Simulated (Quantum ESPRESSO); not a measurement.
Crystal: NbSi.

```xyz
2
Lattice="0.0000 2.5738 2.5738 2.5738 0.0000 2.5738 2.5738 2.5738 0.0000" Properties=species:S:1:pos:R:3 pbc="T T T"
Nb    0.0000    0.0000    0.0000
Si    2.5738    2.5738    2.5738
```

The cell was built by a generator and needn't be a form met in nature.

Base run:

* Program: Quantum ESPRESSO 7.5
* Functional: PBE
* Potentials or basis: SSSP 1.3 efficiency PBE
* Cutoff: 748 eV
* Density cutoff: 5987 eV
* k mesh: 9 × 9 × 9
* Occupations: fermi-dirac, width 0.05 eV
* Spin: no spin polarisation
* Hubbard terms: Nb d U = 4 eV

Its results: band gap on the k mesh none (metal or under the smearing width); pressure 1.6 GPa.

**Question.** After a change of settings the same cell gave: band gap on the k mesh none (metal or under the smearing width); pressure 9.4 GPa. Which change was it?
A. hubbard terms from Nb d U = 4 eV to none; hubbard projectors from ortho-atomic to none
B. hubbard terms from Nb d U = 4 eV to Nb d U = 8 eV
C. hubbard terms from Nb d U = 4 eV to Nb d U = 3 eV

**Answer.** B.

Caveats: U without spin polarisation on a metal has little footing; the U is typed as a test and isn't derived for this compound.

Not every run made on this cell is shown here.
